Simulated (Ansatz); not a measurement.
# BaPt2O3: the cost of one run

Program: Ansatz 0.2.0. Level of theory: DFT PBE, scalar-relativistic, plane waves, PAW. These are calculated values, not measurements.

## 1. The system as given

The structure is hexagonal, space group P6/mmm (No. 191). The conventional cell has a = 5.817 Å, b = 5.817 Å, c = 3.149 Å, α = 90.00°, β = 90.00°, γ = 120.00°. Ba (site symmetry 6/mmm) has 2 Ba at 3.15 Å and 12 O at 3.31 Å and 6 Pt at 3.36 Å as nearest neighbours. Around Pt (site symmetry -6m2) lie 6 O at 2.30 Å. O (site symmetry mmm) is surrounded by 4 Pt at 2.30 Å and 4 Ba at 3.31 Å.

Structure file:

```cif
data_structure
_symmetry_space_group_name_H-M 'P6/mmm'
_symmetry_Int_Tables_number 191
_cell_length_a 5.8166
_cell_length_b 5.8166
_cell_length_c 3.1489
_cell_angle_alpha 90.000
_cell_angle_beta 90.000
_cell_angle_gamma 120.000
_cell_volume 92.27
loop_
_atom_site_label
_atom_site_type_symbol
_atom_site_symmetry_multiplicity
_atom_site_Wyckoff_symbol
_atom_site_fract_x
_atom_site_fract_y
_atom_site_fract_z
_atom_site_occupancy
Ba1 Ba 1 a 0.00000 0.00000 0.00000 1
Pt1 Pt 2 c 0.33333 0.66667 0.00000 1
O1 O 3 g 0.50000 0.00000 0.50000 1
```

The cell is invented: species swapped into a database cell of SmB2Ru3 (P6/mmm, No. 191), with Ba on the Sm sites, Pt on the B sites and O on the Ru sites. Lengths come from tabulated atomic sizes and are only a guess.

## 2. A first look at the guess

Input file input.yaml:

```yaml
crystal:
  lattice:
    - [5.81664233, 0.0, 0.0]
    - [-2.90832116, 5.03736002, 0.0]
    - [0.0, 0.0, 3.14893013]
  atoms:
    - { symbol: Ba, position: [0.0, 0.0, 0.0] }
    - { symbol: Pt, position: [0.33333333, 0.66666667, 0.0] }
    - { symbol: Pt, position: [0.66666667, 0.33333333, 0.0] }
    - { symbol: O, position: [0.5, 0.0, 0.5] }
    - { symbol: O, position: [0.5, 0.5, 0.5] }
    - { symbol: O, position: [0.0, 0.5, 0.5] }
basis:
  ecutwfc: 420
kpoints:
  mp_grid: { grid: [3, 3, 6] }
hamiltonian:
  xc: pbe
scf:
  occupations: { method: gaussian, width: 0.1 }
  lower_state_search: "off"
output:
  forces: true
  stress: true
  eigenvalues: true
```

Run with:

```sh
ansatz run input.yaml --threads 1 --pin off --max-ram 2048MiB --backend cpu --events-out ev --progress --plain --runs-dir out
```

**Question.** How long does this run take on 1 thread of Arm Neoverse V1, shared host, and how much memory does it need?

About 3.3 s, with a peak of 0.36 GiB.
